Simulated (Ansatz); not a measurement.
**BClH3PSSe: basis-set convergence**

How large a basis does BClH3PSSe need? Two functionals are run in growing sets.

Program: Ansatz 0.2.0, Gaussian basis. Level of theory: one geometry, several basis sets. These are calculated values, not measurements.

The runs, in order: PBE0-D4/def2-SVP; ωB97M-V/def2-SVP; PBE0-D4/def2-QZVPP; ωB97M-V/def2-QZVPP; the functionals' def2-TZVPP values are taken from earlier runs.

**1. The relaxed structure**

The geometry comes from an earlier relaxation with PBE0-D4 in a triple-zeta def2 set; it is a stationary point, not always the lowest conformer.

SMILES `SP([SeH])BCl`, 8 atoms, charge 0, spin multiplicity 1.

Atoms are counted from 1 here; the program's logs count them from 0.

Bond lengths: S1–P2 2.102 Å, S1–H6 1.344 Å, P2–Se3 2.245 Å, P2–B4 1.889 Å, Se3–H7 1.470 Å, B4–Cl5 1.735 Å, B4–H8 1.191 Å. Angles: P2–S1–H6 95.1°, S1–P2–Se3 109.7°, S1–P2–B4 99.6°, Se3–P2–B4 103.6°, P2–Se3–H7 93.0°, P2–B4–Cl5 122.6°, P2–B4–H8 118.2°, Cl5–B4–H8 118.8°.

**2. PBE0-D4 in def2-SVP**

Input file in.yaml:

```yaml
crystal:
  periodic: [false, false, false]
  atoms:
    - {symbol: S, position_ang: [-1.068513, 1.671305, 0.523741]}
    - {symbol: P, position_ang: [-0.094749, -0.191382, 0.503608]}
    - {symbol: Se, position_ang: [2.119862, 0.113962, 0.292961]}
    - {symbol: B, position_ang: [-0.621804, -0.802325, -1.204190]}
    - {symbol: Cl, position_ang: [0.394180, -1.801871, -2.192736]}
    - {symbol: H, position_ang: [-1.263226, 1.689971, 1.853038]}
    - {symbol: H, position_ang: [2.369104, -0.135178, 1.719778]}
    - {symbol: H, position_ang: [-1.742854, -0.601580, -1.551899]}
basis:
  gaussian: {orbitals: def2-SVP}
hamiltonian: {xc: pbe0, dispersion: d4}
output: {orbitals: {seedname: orbitals}}
```

The runs that follow: ωB97M-V in def2-SVP; PBE0-D4 in def2-QZVPP; ωB97M-V in def2-QZVPP.

Before running them: what should the planned runs give, taken together? Wanted: PBE0-D4: double and triple zeta above quadruple; ωB97M-V: double and triple zeta above quadruple.

As calculated:

| quantity | value |
| --- | --- |
| PBE0-D4: double and triple zeta above quadruple | 22.54, 2.40 eV |
| ωB97M-V: double and triple zeta above quadruple | 22.37, 2.31 eV |

**Reading.** PBE0-D4 gains 20.14 eV from double to triple zeta, then 2.40 eV more. Total energies overstate the basis error of differences, where much of it tends to cancel.
